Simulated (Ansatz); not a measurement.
# WSe2: the cost of one run

Computed with Ansatz 0.2.0 (DFT LDA, scalar-relativistic, plane waves, PAW, unless a step's input says otherwise).

## Step 1: The system as given

Symmetry: P6_3/mmc, No. 194, hexagonal system. The conventional cell has a = 3.290 Å, b = 3.290 Å, c = 12.970 Å, α = 90.00°, β = 90.00°, γ = 120.00°. Around W (site symmetry -6m2) lie 6 Se at 2.53 Å. Around Se (site symmetry 3m) lie 3 W at 2.53 Å.

Coordinates:

```xyz
6
Lattice="3.2900 0.0000 0.0000 -1.6450 2.8492 0.0000 0.0000 0.0000 12.9700" Properties=species:S:1:pos:R:3 pbc="T T T"
W     0.0000    1.8995    3.2425
W     1.6450    0.9497    9.7275
Se    0.0000    1.8995    8.0544
Se    1.6450    0.9497    1.5694
Se    0.0000    1.8995   11.4006
Se    1.6450    0.9497    4.9156
```

The structure comes from the Crystallography Open Database.

(A quick probe on a coarse mesh, which set the mesh and smearing, is not shown.)

## Step 3: Full relaxation

Contents of input.yaml:

```yaml
crystal:
  lattice:
    - [3.2899984505, 0.0, 0.0]
    - [-1.6449992252, 2.8492222365, 0.0]
    - [0.0, 0.0, 12.97]
  atoms:
    - { symbol: W, position: [0.3333333333, 0.6666666667, 0.25] }
    - { symbol: W, position: [0.6666666667, 0.3333333333, 0.75] }
    - { symbol: Se, position: [0.3333333333, 0.6666666667, 0.621] }
    - { symbol: Se, position: [0.6666666667, 0.3333333333, 0.121] }
    - { symbol: Se, position: [0.3333333333, 0.6666666667, 0.879] }
    - { symbol: Se, position: [0.6666666667, 0.3333333333, 0.379] }
basis:
  ecutwfc: 420
kpoints:
  mp_grid: { grid: [12, 12, 2] }
hamiltonian:
  xc: lda
scf:
  occupations: { method: gaussian, width: 0.02 }
output:
  forces: true
  stress: true
  eigenvalues: true
  write_density: true
  write_potential: true
  elf: true
  volumetric_format: npy
relax:
  adjacent_minimum: "off"
  f_tol: 0.005
  max_steps: 80
  cell: { stress_tol: 0.05 }
```

On the command line:

```console
ansatz run input.yaml --threads 1 --pin off --max-ram 2560MiB --backend cpu --events-out ev --progress --plain --runs-dir out
```

What time and memory should one allow on 1 thread of Arm Neoverse V2, shared host?

About 96 s, with a peak of 0.49 GiB.
